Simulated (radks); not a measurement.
# Ti in [Ar] 4s2 4d2: an all-electron calculation

An exercise on one series of results from a longer session: the logs are not shown, and one member is left open.

Method: scalar-relativistic Kohn-Sham, PBE, spin-polarised, spherical densities, point nucleus; open shells are filled with parallel spins first. Code: radks (a radial shooting solver on a logarithmic mesh, Libxc functionals) version 1.

## The system

| Item | Value |
| --- | --- |
| element | titanium (Z = 22) |
| charge | 0 |
| electrons | 22 |
| configuration | [Ar] 4s2 4d2 |

Outer shells as boxes (Hund's rule):

Ti
```
[Ar] core
4s [↑↓]
4d [↑ ][↑ ][  ][  ][  ]
```

The first run:

Input:

```text
Z 22
configuration [Ar] 4s2 4d2 3d0 4p0 5s0 4f0
relativity scalar-relativistic
functional pbe,pbe
spin polarised
nucleus point
c 137.035999084
```

One table of the session follows, with a row left open; its other results are not shown here.

It belongs to the step «Orbitals and density». Sizes of the orbitals, from the radial functions (bohr):

| level | <r> | outermost maximum (interpolated) | 90 % within | nodes |
| --- | --- | --- | --- | --- |
| 1s down | 0.06960 | 0.0456 | 0.124 | 0 |
| 1s up | 0.06960 | 0.0456 | 0.124 | 0 |
| 2s up | 0.3249 | 0.269 | 0.505 | 1 |
| 2s down | 0.3249 | 0.269 | 0.505 | 1 |
| 2p up | 0.2900 | 0.220 | 0.477 | 0 |
| 2p down | 0.2900 | 0.220 | 0.477 | 0 |
| 3s up | 0.9814 | 0.860 | 1.46 | 2 |
| 3s down | ? | ? | ? | ? |
| 3p up | 1.040 | 0.885 | 1.58 | 1 |
| 3p down | 1.040 | 0.886 | 1.59 | 1 |
| 3d up | 1.220 | 0.896 | 2.01 | 0 |
| 3d down | 1.218 | 0.897 | 2.01 | 0 |
| 4s up | 2.825 | 2.48 | 4.14 | 3 |
| 4s down | 2.768 | 2.44 | 4.06 | 3 |
| 4p up | 3.386 | 2.90 | 5.05 | 2 |
| 4p down | 3.301 | 2.82 | 4.92 | 2 |
| 5s up | 7.157 | 6.42 | 10.4 | 4 |
| 4d up | 5.737 | 4.69 | 8.86 | 1 |

Q: Estimate the row for 3s down from the others.

**Answer.** <r>: 0.9818; outermost maximum (interpolated): 0.860; 90 % within: 1.46; nodes: 2. In the column «<r>» it lies between 3s up (0.9814) and 3p up (1.040).
